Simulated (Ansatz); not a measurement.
# SnS: a point defect seen from the nuclei (Cu on a Sn site), part 2 of 3

How do the nuclei near a point defect see it? The defect is Cu on a Sn site in SnS (cell charge -1), first unrelaxed. The cell is a supercell built from a computed entry of the Materials Project. Planned: a single point, then a relaxation, then a check of algorithm with hubbard with ecutwfc.

Ansatz 0.2.0; DFT, PBE, plane-wave PAW, default files, scalar-relativistic, as far as a step names no other. The steps go on from the part before.

### 3 Ions relaxed

Edit input.yaml of step 2 so:

```diff
@@ -53 +53,4 @@
     contact_densities: true
+relax:
+  f_tol: 0.03
+  max_steps: 40
```

Started as:

```sh
ansatz run input.yaml --threads 4 --pin off --max-ram 8192MiB --backend cpu --events-out ev --progress --plain --runs-dir out
```

What it wrote:

```text
Warning: output.stress: scf.convergence.dr2_threshold = 1e-7 eV (the SCF's general default) is looser than the 3.2e-9 eV advised for a printed stress (1e-10 eV for each atom of the cell: 32). What an SCF threshold leaves in a stress goes as its square root, and in the free energy as the threshold itself, and one threshold admits the most on a small cell: of the crystals measured, under no hybrid functional and no lock of the moments, on runs that ended without the residual-converged pass, on stresses that held no estimate of that error, the worst erred by over 100 MPa in a component at 1e-7 eV an atom and by under 5 at 1e-10. Every solve of this run answers to scf.convergence.dr2_threshold, and the tensor of one is reported: a single SCF on the reported geometry and on this run's grids (its basis.xc_grid and basis.ecutrho_ratio typed), with scf.convergence.dr2_threshold at 3.2e-9 eV or tighter, prints it and tightens no other solve. Else set scf.convergence.dr2_threshold to 3.2e-9 eV or tighter. The threshold is an SCF's pass mark: one that does not reach it within its budget of iterations ends unconverged, or closes short of it on a stop that the run arms, and scf.convergence.dr2_threshold's page says what that costs each kind of run
Warning: RAYON_NUM_THREADS=4 ignored (pool sized by the plan → 4); use --threads N
Sn: output.efg is read without spin–orbit coupling, which moves field gradients at and beside such atoms by some per cent and up to a factor of two; PAW files take it under magnetization.noncollinear and magnetization.spin_orbit
Engine: ansatz 0.2.0, x86_64-unknown-linux-gnu
Pseudopotentials: kind: paw
Pseudopotential: Cu, paw, valence charge 19, recommended cutoff 420 eV (normal), Cu.paw.azcp
Pseudopotential: Sn, paw, valence charge 14, recommended cutoff 420 eV (normal), Sn.paw.azcp
Pseudopotential: S, paw, valence charge 6, recommended cutoff 420 eV (normal), S.paw.azcp
Functional definition: PBE
  parameter kappa = 0.804
  parameter beta = 0.06672455060314922
  exchange = pbe_x(kappa = kappa, mu = beta*pi^2/3)
  correlation = pbe_c(beta = beta)
Crystal: 32 atoms, lattice volume = 817.294 Å³
Basis set: ecut = 420 eV, 15951 PW (Γ), exchange–correlation on 160×108×128 points (8 copies of the dense FFT grid, shifted against one another)
Bands: 196, of which v1, the nominal top of the filled ones, is band 163 counted from 1 (162 counted from 0)
Symmetry: 2 space group operations
Space group: Pm (ITA 6), of the structure as read, at distance tolerance 9.3e-5 Å
k-points: 8 of 12
Non-local potential: Cu, projectors of the file, l = 0: 3, l = 1: 2, l = 2: 3, l = 3: 1
Non-local potential: Sn, projectors of the file, l = 0: 2, l = 1: 2, l = 2: 2, l = 3: 2
Non-local potential: S, projectors of the file, l = 0: 2, l = 1: 2, l = 2: 2
PAW form: soft (Blöchl's): semilocal exchange-correlation on the pseudo side does not see the compensation charge
PAW one-centre angular grid: Cu, 590 points (default); XC on 64 Gauss nodes
PAW one-centre angular grid: Sn, 590 points (default); XC on 64 Gauss nodes
PAW one-centre angular grid: S, 110 points (default); XC on 64 Gauss nodes
Initial density: superposition of atomic densities (neutral atoms scaled as one to the charged cell's electrons: chi_scale 0, normalization atom), corrected by the library's trained network
Initial wavefunctions: pseudopotential atomic-orbital guess
Functional: x = pbe(κ = 0.804, μ = 0.2195149727645171), c = pbe(β = 0.06672455060314922)
SCF iter   1: F=—  HF=-111426.539694 eV  |F-HF|=—  |Δ(HF+E_count)|=         —  Δρ=1.30e-2  dr2=1.23e0  ethr=1.77e-3  ⟨swp⟩=6.5  Hψ=6149  notcnv=0  defer=53
preconditioner: auto → Resta (q_TF=auto, 2.341 Å⁻¹)  ε∞=3.2  [insulator: Δε(μ)=0.344 eV  Ē_g=15.467 eV  σ=0.010 eV  W_gap=1.00  n_scr=174 (ndim 8)  ℏωp=23.2 eV  f_vac=0.000  D(μ)=0.00/eV (n_scr^D=0)  ε∞_Penn≈3.2]
SCF iter   2: F=—  HF=-111426.334150 eV  |F-HF|=—  |Δ(HF+E_count)|=   2.06e-1  Δρ=3.28e-3  dr2=1.56e-1  ethr=3.79e-4  ⟨swp⟩=2.0  Hψ=1947  notcnv=0  defer=215
SCF iter   3: F=—  HF=-111426.300437 eV  |F-HF|=—  |Δ(HF+E_count)|=   3.37e-2  Δρ=2.06e-3  dr2=3.90e-2  ethr=4.78e-5  ⟨swp⟩=3.0  Hψ=2600  notcnv=0  defer=215
SCF iter   4: F=—  HF=-111426.294041 eV  |F-HF|=—  |Δ(HF+E_count)|=   6.40e-3  Δρ=3.32e-4  dr2=2.80e-3  ethr=1.20e-5  ⟨swp⟩=2.1  Hψ=2871  notcnv=0  defer=215
SCF iter   5: F=—  HF=-111426.293917 eV  |F-HF|=—  |Δ(HF+E_count)|=   1.24e-4  Δρ=1.24e-4  dr2=1.36e-4  ethr=8.59e-7  ⟨swp⟩=2.0  Hψ=2955  notcnv=0  defer=215
SCF iter   6: F=—  HF=-111426.293914 eV  |F-HF|=—  |Δ(HF+E_count)|=   3.69e-6  Δρ=3.29e-5  dr2=2.43e-5  ethr=4.18e-8  ⟨swp⟩=2.0  Hψ=1874  notcnv=0  defer=215
SCF iter   7: F=-111426.293912 eV  HF=-111426.293912 eV  |F-HF|=4.64e-7  |Δ(HF+E_count)|=   1.93e-6  Δρ=9.60e-6  dr2=1.12e-6  ethr=6.90e-9  ⟨swp⟩=4.0  Hψ=4720  notcnv=0
SCF 1 converged in 7 iterations: F = -111426.293912 eV  dr2 = 1.12e-6
relax step   1: F+E_penalty+E_count = -111426.29391207 eV  Δ(F+E_penalty+E_count) = +0.000e0 eV  max|allowed force component| = 1.043e0 eV/Å  Δτ_max = 0.0000 Å  (7 SCF iters, dr2 threshold 2.25e-5 eV, accepted)
Initial density: handed on by an earlier stage of this run
Initial wavefunctions: those handed on with the density
iter 1 solved again at ethr=5.61e-5 eV; its pass at ethr=3.10e-3 eV (dr2=1.83e-1 eV) is discarded
SCF iter   1: F=—  HF=-111426.831117 eV  |F-HF|=—  |Δ(HF+E_count)|=         —  Δρ=5.34e-3  dr2=1.82e-1  ethr=5.61e-5  ⟨swp⟩=2.0  Hψ=5407  notcnv=0  defer=209
preconditioner: auto → Resta (q_TF=auto, 2.341 Å⁻¹)  ε∞=3.2  [insulator: Δε(μ)=0.601 eV  Ē_g=15.587 eV  σ=0.010 eV  W_gap=1.00  n_scr=174 (ndim 8)  ℏωp=23.2 eV  f_vac=0.000  D(μ)=0.00/eV (n_scr^D=0)  ε∞_Penn≈3.2]
SCF iter   2: F=—  HF=-111426.809303 eV  |F-HF|=—  |Δ(HF+E_count)|=   2.18e-2  Δρ=1.77e-3  dr2=2.80e-2  ethr=5.59e-5  ⟨swp⟩=2.0  Hψ=2718  notcnv=0  defer=209
SCF iter   3: F=—  HF=-111426.805820 eV  |F-HF|=—  |Δ(HF+E_count)|=   3.48e-3  Δρ=1.45e-3  dr2=1.28e-2  ethr=8.59e-6  ⟨swp⟩=2.1  Hψ=3168  notcnv=0  defer=209
SCF iter   4: F=—  HF=-111426.803869 eV  |F-HF|=—  |Δ(HF+E_count)|=   1.95e-3  Δρ=2.10e-4  dr2=3.93e-4  ethr=3.92e-6  ⟨swp⟩=2.0  Hψ=2718  notcnv=0  defer=209
SCF iter   5: F=—  HF=-111426.803974 eV  |F-HF|=—  |Δ(HF+E_count)|=   1.05e-4  Δρ=6.74e-5  dr2=6.26e-5  ethr=1.21e-7  ⟨swp⟩=2.0  Hψ=1932  notcnv=0  defer=209
SCF iter   6: F=-111426.803980 eV  HF=-111426.803981 eV  |F-HF|=1.40e-6  |Δ(HF+E_count)|=   7.19e-6  Δρ=1.81e-5  dr2=3.62e-6  ethr=1.92e-8  ⟨swp⟩=4.0  Hψ=4720  notcnv=0
SCF 2 converged in 6 iterations: F = -111426.803980 eV  dr2 = 3.62e-6
relax step   2: F+E_penalty+E_count = -111426.80398010 eV  Δ(F+E_penalty+E_count) = -5.101e-1 eV  max|allowed force component| = 9.292e-1 eV/Å  Δτ_max = 0.1948 Å  (6 SCF iters, dr2 threshold 6.80e-5 eV, accepted)
SCF iter   1: F=—  HF=-111427.133987 eV  |F-HF|=—  |Δ(HF+E_count)|=         —  Δρ=6.51e-3  dr2=1.89e-1  ethr=2.58e-4  ⟨swp⟩=6.2  Hψ=4125  notcnv=0  defer=208
preconditioner: auto → Resta (q_TF=auto, 2.341 Å⁻¹)  ε∞=3.2  [insulator: Δε(μ)=0.583 eV  Ē_g=15.614 eV  σ=0.010 eV  W_gap=1.00  n_scr=174 (ndim 8)  ℏωp=23.2 eV  f_vac=0.001  D(μ)=0.00/eV (n_scr^D=0)  ε∞_Penn≈3.2]
SCF iter   2: F=—  HF=-111427.109522 eV  |F-HF|=—  |Δ(HF+E_count)|=   2.45e-2  Δρ=1.39e-3  dr2=5.76e-3  ethr=5.78e-5  ⟨swp⟩=2.0  Hψ=3168  notcnv=0  defer=208
SCF iter   3: F=—  HF=-111427.106963 eV  |F-HF|=—  |Δ(HF+E_count)|=   2.56e-3  Δρ=1.15e-3  dr2=5.42e-3  ethr=1.77e-6  ⟨swp⟩=2.0  Hψ=2720  notcnv=0  defer=208
SCF iter   4: F=—  HF=-111427.106284 eV  |F-HF|=—  |Δ(HF+E_count)|=   6.79e-4  Δρ=1.16e-4  dr2=1.09e-4  ethr=1.66e-6  ⟨swp⟩=2.0  Hψ=2679  notcnv=0  defer=208
iter 5 did not close the SCF: its close was put off for the readings that it lacked (scf_convergence_deferred on its scf_iter line)
SCF iter   5: F=-111427.106344 eV  HF=-111427.106345 eV  |F-HF|=2.47e-7  |Δ(HF+E_count)|=   6.09e-5  Δρ=5.17e-5  dr2=2.38e-5  ethr=3.36e-8  ⟨swp⟩=2.0  Hψ=2664  notcnv=0  defer=208
SCF iter   6: F=-111427.106349 eV  HF=-111427.106350 eV  |F-HF|=1.36e-6  |Δ(HF+E_count)|=   5.59e-6  Δρ=9.14e-6  dr2=1.71e-6  ethr=7.30e-9  ⟨swp⟩=2.0  Hψ=4803  notcnv=0
SCF 3 converged in 6 iterations: F = -111427.106349 eV  dr2 = 1.71e-6
relax step   3: F+E_penalty+E_count = -111427.10634879 eV  Δ(F+E_penalty+E_count) = -3.024e-1 eV  max|allowed force component| = 7.415e-1 eV/Å  Δτ_max = 0.1950 Å  (6 SCF iters, dr2 threshold 5.40e-5 eV, accepted)
[... 9 lines left out ...]
relax step   4: F+E_penalty+E_count = -111427.30247932 eV  Δ(F+E_penalty+E_count) = -1.961e-1 eV  max|allowed force component| = 4.970e-1 eV/Å  Δτ_max = 0.1949 Å  (6 SCF iters, dr2 threshold 1.00e-4 eV, accepted)
[... 9 lines left out ...]
relax step   5: F+E_penalty+E_count = -111427.43081363 eV  Δ(F+E_penalty+E_count) = -1.283e-1 eV  max|allowed force component| = 3.179e-1 eV/Å  Δτ_max = 0.1949 Å  (6 SCF iters, dr2 threshold 1.00e-4 eV, accepted)
[... 8 lines left out ...]
relax step   6: F+E_penalty+E_count = -111427.50793928 eV  Δ(F+E_penalty+E_count) = -7.713e-2 eV  max|allowed force component| = 1.821e-1 eV/Å  Δτ_max = 0.2000 Å  (6 SCF iters, dr2 threshold 4.13e-5 eV, accepted)
[... 8 lines left out ...]
relax step   7: F+E_penalty+E_count = -111427.53195669 eV  Δ(F+E_penalty+E_count) = -2.402e-2 eV  max|allowed force component| = 4.469e-2 eV/Å  Δτ_max = 0.1933 Å  (6 SCF iters, dr2 threshold 1.09e-5 eV, accepted)
[... 9 lines left out ...]
relax step   8: F+E_penalty+E_count = -111427.53312451 eV  Δ(F+E_penalty+E_count) = -1.168e-3 eV  max|allowed force component| = 6.225e-2 eV/Å  Δτ_max = 0.0679 Å  (7 SCF iters, accepted)
SCF iter   1: F=—  HF=-111427.536388 eV  |F-HF|=—  |Δ(HF+E_count)|=         —  Δρ=5.48e-4  dr2=2.63e-3  ethr=5.22e-6  ⟨swp⟩=4.9  Hψ=3668  notcnv=0  defer=211
preconditioner: auto → Resta (q_TF=auto, 2.341 Å⁻¹)  ε∞=3.2  [insulator: Δε(μ)=0.763 eV  Ē_g=15.671 eV  σ=0.010 eV  W_gap=1.00  n_scr=174 (ndim 8)  ℏωp=23.2 eV  f_vac=0.008  D(μ)=0.00/eV (n_scr^D=0)  ε∞_Penn≈3.2]
SCF iter   2: F=—  HF=-111427.536107 eV  |F-HF|=—  |Δ(HF+E_count)|=   2.81e-4  Δρ=3.05e-4  dr2=6.53e-4  ethr=8.07e-7  ⟨swp⟩=1.2  Hψ=1812  notcnv=0  defer=211
SCF iter   3: F=—  HF=-111427.536095 eV  |F-HF|=—  |Δ(HF+E_count)|=   1.17e-5  Δρ=8.65e-5  dr2=6.33e-5  ethr=2.00e-7  ⟨swp⟩=2.0  Hψ=1907  notcnv=0  defer=211
SCF iter   4: F=—  HF=-111427.536581 eV  |F-HF|=—  |Δ(HF+E_count)|=   4.86e-4  Δρ=5.55e-5  dr2=1.59e-5  ethr=1.94e-8  ⟨swp⟩=2.0  Hψ=2661  notcnv=0  defer=211
SCF iter   5: F=—  HF=-111427.536579 eV  |F-HF|=—  |Δ(HF+E_count)|=   2.30e-6  Δρ=1.07e-5  dr2=1.04e-6  ethr=4.87e-9  ⟨swp⟩=2.0  Hψ=2661  notcnv=0  defer=211
SCF iter   6: F=-111427.536579 eV  HF=-111427.536579 eV  |F-HF|=5.36e-8  |Δ(HF+E_count)|=   3.79e-7  Δρ=2.88e-6  dr2=8.90e-8  ethr=3.07e-11  ⟨swp⟩=3.0  Hψ=6101  notcnv=0
SCF 9 converged in 6 iterations: F = -111427.536579 eV  dr2 = 8.90e-8
relax step   9: F+E_penalty+E_count = -111427.53657941 eV  Δ(F+E_penalty+E_count) = -3.455e-3 eV  max|allowed force component| = 1.189e-2 eV/Å  Δτ_max = 0.0320 Å  (6 SCF iters, accepted)
NSCF: frozen V_eff on 8 k-points
the band table was solved once a step of the walk had ended and its energy, with any forces and stress, was formed, with the checks that follow a solve (6583 applications of the Hamiltonian). They found nothing against the state; the energy, forces and stress were not computed again (output.eigenvalues in the input reference)
SCF converged after 6 iterations
Free energy (F): -111427.536579 eV
Harris-Foulkes:  -111427.536579 eV  (|F-HF|=5.36e-8)
Internal energy: -111427.536579 eV  (E = F + TS)
E sigma→0 (E₀):  -111427.536579 eV
Fermi energy:    7.812223 eV
--- Per-component energies (eV) ---
[... 15 lines left out ...]
--- Forces (eV/Å), atoms counted from 1 ---
  atom   1  Cu     0.00492303     0.00000000     0.01189252
  atom   2  Sn     0.00886717     0.00000000    -0.00597794
  atom   3  Sn     0.00790879     0.00000000    -0.00230449
  atom   4  Sn     0.00375089     0.00000000    -0.00202549
  atom   5  Sn    -0.00305772     0.00105126     0.00051464
  atom   6  Sn     0.00300458     0.00862347    -0.00163107
[... 26 lines left out ...]
  max |Σ_I F_I| component: 4.97e-5 eV/Å
--- Stress (GPa, compression-positive) ---
        0.033362       0.000000       0.000280
        0.000000       0.314539       0.000000
        0.000282       0.000000      -0.130662
  P = ⅓ Tr σ = 0.0724 GPa (0.724 kbar)
--- PAW observables at the nuclei: V_zz in 10²¹ V/m², potentials from the cell's mean, atoms counted from 1 ---
  atom   1  Cu V_zz =   +10.612140   η = 0.0595   by run symmetry: allowed   C_q = -56.4521 MHz
            electrostatic potential = -3755.416946 V   contact ρ = 147553.819278 e/Å³
  atom   2  Sn V_zz =   -11.840512   η = 0.4678   by run symmetry: allowed   C_q = +37.7919 MHz
            electrostatic potential = -8170.209762 V   contact ρ = 1236461.261900 e/Å³
  atom   3  Sn V_zz =   -12.200488   η = 0.4454   by run symmetry: allowed   C_q = +38.9409 MHz
            electrostatic potential = -8170.267242 V   contact ρ = 1236459.684841 e/Å³
  atom   4  Sn V_zz =   -12.242035   η = 0.4415   by run symmetry: allowed   C_q = +39.0735 MHz
            electrostatic potential = -8170.260693 V   contact ρ = 1236464.157369 e/Å³
  atom   5  Sn V_zz =   -10.970363   η = 0.3660   by run symmetry: allowed   C_q = +35.0146 MHz
            electrostatic potential = -8170.178245 V   contact ρ = 1236471.295936 e/Å³
  atom   6  Sn V_zz =   -11.540723   η = 0.4008   by run symmetry: allowed   C_q = +36.8351 MHz
            electrostatic potential = -8170.151531 V   contact ρ = 1236464.161940 e/Å³
  atom   7  Sn V_zz =   -10.970363   η = 0.3660   by run symmetry: allowed   C_q = +35.0146 MHz
            electrostatic potential = -8170.178245 V   contact ρ = 1236471.295936 e/Å³
  atom   8  Sn V_zz =   -11.540723   η = 0.4008   by run symmetry: allowed   C_q = +36.8351 MHz
            electrostatic potential = -8170.151531 V   contact ρ = 1236464.161940 e/Å³
  atom   9  Sn V_zz =   -12.409089   η = 0.4682   by run symmetry: allowed   C_q = +39.6067 MHz
            electrostatic potential = -8170.263515 V   contact ρ = 1236459.926969 e/Å³
  atom  10  Sn V_zz =   -12.738067   η = 0.2220   by run symmetry: allowed   C_q = +40.6567 MHz
            electrostatic potential = -8170.233573 V   contact ρ = 1236459.752261 e/Å³
  atom  11  Sn V_zz =   -12.409089   η = 0.4682   by run symmetry: allowed   C_q = +39.6067 MHz
            electrostatic potential = -8170.263515 V   contact ρ = 1236459.926969 e/Å³
  atom  12  Sn V_zz =   -12.738067   η = 0.2220   by run symmetry: allowed   C_q = +40.6567 MHz
            electrostatic potential = -8170.233573 V   contact ρ = 1236459.752261 e/Å³
  atom  13  Sn V_zz =   -11.642707   η = 0.3642   by run symmetry: allowed   C_q = +37.1606 MHz
            electrostatic potential = -8170.196818 V   contact ρ = 1236467.904260 e/Å³
  atom  14  Sn V_zz =   -11.827508   η = 0.3560   by run symmetry: allowed   C_q = +37.7504 MHz
            electrostatic potential = -8170.160475 V   contact ρ = 1236463.078772 e/Å³
  atom  15  Sn V_zz =   -11.670390   η = 0.4044   by run symmetry: allowed   C_q = +37.2489 MHz
            electrostatic potential = -8170.142227 V   contact ρ = 1236465.140768 e/Å³
  atom  16  Sn V_zz =   -11.506937   η = 0.3390   by run symmetry: allowed   C_q = +36.7272 MHz
            electrostatic potential = -8170.164444 V   contact ρ = 1236465.545471 e/Å³
  atom  17  S  V_zz =    -5.448122   η = 0.0073   by run symmetry: allowed   C_q = +9.1424 MHz
            electrostatic potential = -1634.280666 V   contact ρ = 19770.440972 e/Å³
  atom  18  S  V_zz =    -3.882425   η = 0.3550   by run symmetry: allowed   C_q = +6.5150 MHz
            electrostatic potential = -1634.256589 V   contact ρ = 19770.393041 e/Å³
  atom  19  S  V_zz =    -4.150520   η = 0.0131   by run symmetry: allowed   C_q = +6.9649 MHz
            electrostatic potential = -1634.194819 V   contact ρ = 19770.320121 e/Å³
  atom  20  S  V_zz =    -4.173042   η = 0.1245   by run symmetry: allowed   C_q = +7.0027 MHz
            electrostatic potential = -1634.254812 V   contact ρ = 19770.148854 e/Å³
  atom  21  S  V_zz =    -3.870672   η = 0.2060   by run symmetry: allowed   C_q = +6.4953 MHz
            electrostatic potential = -1634.322630 V   contact ρ = 19770.427311 e/Å³
  atom  22  S  V_zz =    +4.511591   η = 0.7887   by run symmetry: allowed   C_q = -7.5708 MHz
            electrostatic potential = -1634.323410 V   contact ρ = 19769.312198 e/Å³
  atom  23  S  V_zz =    -3.870672   η = 0.2060   by run symmetry: allowed   C_q = +6.4953 MHz
            electrostatic potential = -1634.322630 V   contact ρ = 19770.427311 e/Å³
  atom  24  S  V_zz =    +4.511591   η = 0.7887   by run symmetry: allowed   C_q = -7.5708 MHz
            electrostatic potential = -1634.323410 V   contact ρ = 19769.312198 e/Å³
  atom  25  S  V_zz =    -4.376791   η = 0.0402   by run symmetry: allowed   C_q = +7.3446 MHz
            electrostatic potential = -1634.237496 V   contact ρ = 19770.268864 e/Å³
  atom  26  S  V_zz =    -4.321786   η = 0.0577   by run symmetry: allowed   C_q = +7.2523 MHz
            electrostatic potential = -1634.249534 V   contact ρ = 19770.382620 e/Å³
  atom  27  S  V_zz =    -4.376791   η = 0.0402   by run symmetry: allowed   C_q = +7.3446 MHz
            electrostatic potential = -1634.237496 V   contact ρ = 19770.268864 e/Å³
  atom  28  S  V_zz =    -4.321786   η = 0.0577   by run symmetry: allowed   C_q = +7.2523 MHz
            electrostatic potential = -1634.249534 V   contact ρ = 19770.382620 e/Å³
  atom  29  S  V_zz =    -7.414723   η = 0.0265   by run symmetry: allowed   C_q = +12.4425 MHz
            electrostatic potential = -1634.336157 V   contact ρ = 19768.964821 e/Å³
  atom  30  S  V_zz =    -3.332942   η = 0.0488   by run symmetry: allowed   C_q = +5.5930 MHz
            electrostatic potential = -1634.213203 V   contact ρ = 19770.476861 e/Å³
  atom  31  S  V_zz =    -3.660039   η = 0.2427   by run symmetry: allowed   C_q = +6.1419 MHz
            electrostatic potential = -1634.241658 V   contact ρ = 19770.424108 e/Å³
  atom  32  S  V_zz =    -3.444085   η = 0.0908   by run symmetry: allowed   C_q = +5.7795 MHz
            electrostatic potential = -1634.272553 V   contact ρ = 19770.515439 e/Å³
--- Band table (eV; the first three rows and the last of 8) ---
[... 4 lines left out ...]
--- Relaxed structure (9 steps of the walk, 9 accepted, 0 SCFs on fresh bases) ---
  F+E_penalty+E_count = -111427.53657941 eV   max|allowed force component| = 1.189e-2 eV/Å
  atoms:
[... 32 lines left out ...]
--- Löwdin populations: 32 sites ---
  site symbol       q [e]
[... 32 lines left out ...]
  spilling = 0.003766 (of n_electrons = 326.000000)
```

It took 4.4 min on 4 threads of an x86-64 CPU, shared host; peak memory 3.9 GiB.

The steps of the relaxation:

```csv
step,energy change (eV),largest force component (eV/Å)
1,0.0000,1.043
2,-0.5101,0.929
3,-0.8124,0.742
4,-1.0086,0.497
5,-1.1369,0.318
6,-1.2140,0.182
7,-1.2380,0.045
8,-1.2392,0.062
9,-1.2427,0.012
```

Atom 1 (Cu) moved farthest, 1.175 Å; the mean move was 0.108 Å.

State: gap on the mesh 0.76 eV, largest force 0.013 eV/Å, pressure 0.1 GPa.

What changed since step 2 (V_zz in 10²¹ V/m²; 9 of 24 rows, with the four largest changes of size):

```csv
site,atoms,"V_zz, PBE","V_zz, PBE relaxed","η, PBE","η, PBE relaxed"
Cu,1,3.00,10.61,0.08,0.06
S29,29,-5.23,-7.41,0.50,0.03
S22,"22, 24",5.19,4.51,0.88,0.79
S21,"21, 23",-3.63,-3.87,0.17,0.21
S17,17,-4.73,-5.45,0.02,0.01
Sn5,"5, 7",-12.26,-10.97,0.32,0.37
Sn3,3,-14.10,-12.20,0.38,0.45
Sn9,"9, 11",-13.13,-12.41,0.53,0.47
Sn10,"10, 12",-14.25,-12.74,0.13,0.22
```

The printed gradients, by site: 12 of 24, those nearest the defect, the farthest of each element and the two largest gradients.

```csv
site,atoms,distance from the defect (Å),V_zz (10²¹ V/m²),η,C_Q (MHz)
Cu,1,0.00,10.61,0.06,-56.5 (⁶³Cu)
S29,29,2.25,-7.41,0.03,12.4 (³³S)
S22,"22, 24",2.27,4.51,0.79,-7.57 (³³S)
Sn10,"10, 12",3.17,-12.74,0.22,–
S30,30,3.68,-3.33,0.05,5.59 (³³S)
Sn2,2,3.84,-11.84,0.47,–
S17,17,4.08,-5.45,0.01,9.14 (³³S)
S21,"21, 23",4.12,-3.87,0.21,6.50 (³³S)
Sn3,3,4.12,-12.20,0.45,–
Sn9,"9, 11",4.18,-12.41,0.47,–
S20,20,6.74,-4.17,0.12,7.00 (³³S)
Sn16,16,7.55,-11.51,0.34,–
```

Direction of the V_zz axis (Cartesian unit vector):

```csv
site,atom,x,y,z
Cu,1,-0.71,0.00,0.71
Sn2,2,0.79,0.00,-0.62
Sn3,3,0.75,0.00,-0.66
Sn4,4,0.77,0.00,-0.64
Sn5,5,0.78,0.01,-0.62
Sn6,6,0.77,0.07,-0.63
Sn9,9,0.73,0.22,0.65
Sn10,10,0.87,-0.05,0.49
Sn13,13,0.79,0.00,0.61
Sn14,14,0.81,0.00,0.58
```

The sizes of the gradients above 0.15 moved by 8 % in the median, over a factor of two at the site that moves most (small gradients counted from 0.15; Cu, 3.00 to 10.61).

[end of part 2 of 3]
